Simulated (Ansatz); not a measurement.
**HPbNO4 under changes of volume**

One of the cells (15.590 Å³/atom); the others are scaled copies at fixed shape and fractional positions:

```
CELL_PARAMETERS angstrom
4.27531 -0.00040 0.00636
-2.08399 5.20775 -0.04907
-2.12377 -1.86574 4.91491
ATOMIC_POSITIONS crystal
H 0.99073 0.03330 0.90994
Pb 0.50274 0.81989 0.14287
N 0.00838 0.47408 0.50265
O 0.99816 0.92741 0.02877
O 0.19467 0.73435 0.60852
O 0.81673 0.35882 0.24556
O 0.01381 0.33121 0.65217
```

The cell was built by a generator and needn't be a form met in nature.

| Property | Result |
| --- | --- |
| Program | Ansatz 0.2.0 |
| Functional | PBE |
| Potentials or basis | Ansatz PAW |
| Cutoff | 420 eV (not typed: the program's choice for these potentials) |
| k mesh | 8 × 6 × 6 |
| Occupations | fermi-dirac, width 0.05 eV |
| Spin | no spin polarisation |

```tsv
volume (Å³/atom)	energy over the lowest point (meV/atom)	pressure (GPa)	gap on the mesh (eV)	largest force (eV/Å)
14.654	16.50	5.9	2.90	1.755
14.966	7.11	3.8	2.87	1.126
15.278	1.74	1.8	2.85	0.542
15.590	0.00	0.0	2.82	0.005
15.902	?	?	?	?
16.213	6.05	-3.0	2.76	0.972
16.525	13.23	-4.3	2.73	1.408
```

Question: What does the run at 15.902 Å³/atom give?

Answer: Energy over the lowest point 1.55 meV/atom; pressure -1.6 GPa; gap on the mesh 2.79 eV; largest force 0.504 eV/Å.

Worked out: A Birch-Murnaghan fit of order 3 (a polynomial in V^(-2/3)) to the other rows has its minimum at 15.59 Å³/atom with B0 = V·E''(V) = 84 GPa and B' = 4.1 at fixed shape and positions, which overstates the stiffness. It gives 1.55 meV/atom at 15.902 Å³/atom, against the run's 1.55, and -dE/dV = -1.6 GPa, against -1.6. A straight line through the other rows of the gap, of slope -1.41 eV per unit of ln V, gives 2.79 eV, against the run's 2.79.

Energies are extrapolated to zero smearing.

Caveats: spin-orbit coupling is left out, which as a rule narrows the gap of such compounds by several tenths of an eV; forces of over 1 eV/Å show positions far from the minimum, so gaps and moduli don't describe the material at rest (some runs).

A mesh can miss the band edges.
